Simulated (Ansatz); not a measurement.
Crystal: CsLiCr2Te2S3.

```
CELL_PARAMETERS angstrom
7.28959 -2.10433 0.01772
7.28959 2.10433 0.01772
-2.53315 0.00000 7.28100
ATOMIC_POSITIONS crystal
Cs 0.50000 0.50000 0.00000
Li 0.00000 0.00000 0.50000
Cr 0.32870 0.32870 0.43300
Cr 0.67130 0.67130 0.56700
Te 0.80672 0.80672 0.17427
Te 0.19328 0.19328 0.82573
S 0.16358 0.16358 0.39713
S 0.83642 0.83642 0.60287
S 0.50000 0.50000 0.50000
```

The cell was built by a generator and needn't be a form met in nature.

Base run:

- Program: Ansatz 0.2.0
- Functional: PBE
- Potentials or basis: Ansatz PAW
- Cutoff: 420 eV (not typed: the program's choice for these potentials)
- k mesh: 7 × 7 × 4
- Occupations: fermi-dirac, width 0.05 eV
- Spin: collinear spin, ferromagnetic start
- Starting moments: [0.0, 0.0, 3.0, 3.0, 0.0, 0.0, 0.0, 0.0, 0.0] μB

Its results: band gap on the k mesh none (metal or under the smearing width); pressure 0.0 GPa; net moment 5.22 μB per cell; site moments Cs +0.00; Li +0.00; Cr +2.59; Te -0.14; S -0.14, -0.03 μB; largest force 0.030 eV/Å.

Q: The run is repeated on the same cell with these changes: potentials or basis from Ansatz PAW to PseudoDojo standard (PBE files); cutoff from 420 eV (not typed: the program's choice for these potentials) to 1279 eV. What comes out?

A: Band gap on the k mesh none (metal or under the smearing width); pressure 0.2 GPa; net moment 5.32 μB per cell; site moments Cs +0.00; Li +0.00; Cr +2.67; Te -0.14; S -0.15, -0.03 μB; largest force 0.059 eV/Å.

Caveats: only a ferromagnetic start was run, and an antiferromagnetic order may lie lower in energy.
